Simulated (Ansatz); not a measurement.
# CH4CoO: the cost of one run

Method: the levels named in each step, in Ansatz 0.2.0.

### 1 The starting structure

Bond lengths: C1–O2 1.448 Å, O2–Co3 1.868 Å, C1–H4 1.092 Å, C1–H5 1.091 Å, C1–H6 1.092 Å, O2–H7 0.971 Å. Angles: C1–O2–Co3 122.0°, C1–O2–H7 108.0°, Co3–O2–H7 126.9°, O2–C1–H4 109.3°, O2–C1–H5 110.4°, O2–C1–H6 107.7°, H4–C1–H5 110.0°, H4–C1–H6 109.3°, H5–C1–H6 110.1°.

As a file:

```xyz
7

C     1.5666   -1.1463   -0.8111
O     0.2354   -1.0338   -0.2517
Co   -0.4763    0.6056    0.2902
H     2.0380   -2.0587   -0.4392
H     1.5216   -1.1666   -1.9013
H     2.1418   -0.2810   -0.4758
H    -0.2604   -1.8333   -0.4932
```

### 2 A rough first relaxation, PBE-D4/def2-SVP

File input.yaml:

```yaml
crystal:
  periodic: [false, false, false]
  atoms:
    - { symbol: C, position_ang: [1.56663, -1.14631, -0.81109] }
    - { symbol: O, position_ang: [0.23543, -1.03378, -0.25173] }
    - { symbol: Co, position_ang: [-0.47626, 0.6056, 0.29024] }
    - { symbol: H, position_ang: [2.03797, -2.05872, -0.43924] }
    - { symbol: H, position_ang: [1.52162, -1.16656, -1.90125] }
    - { symbol: H, position_ang: [2.14182, -0.28104, -0.47575] }
    - { symbol: H, position_ang: [-0.26044, -1.83334, -0.49324] }
magnetization:
  spin_polarized: true
  initial_magnetization: 2
total_charge: 1
basis:
  gaussian: { orbitals: def2-SVP }
hamiltonian:
  xc: pbe
  dispersion: d4
relax:
  f_tol: 0.03
  max_steps: 200
```

On the command line:

```bash
$ ansatz run input.yaml --threads 4 --pin off --max-ram 10240MiB --backend cpu --events-out ev --progress --plain --runs-dir out
```

Q: Estimate wall time and peak memory on 4 threads of Intel Xeon Platinum 8175M at 2.50GHz (Skylake/Cascade Lake), shared host.

About 56 s, with a peak of 0.21 GiB.
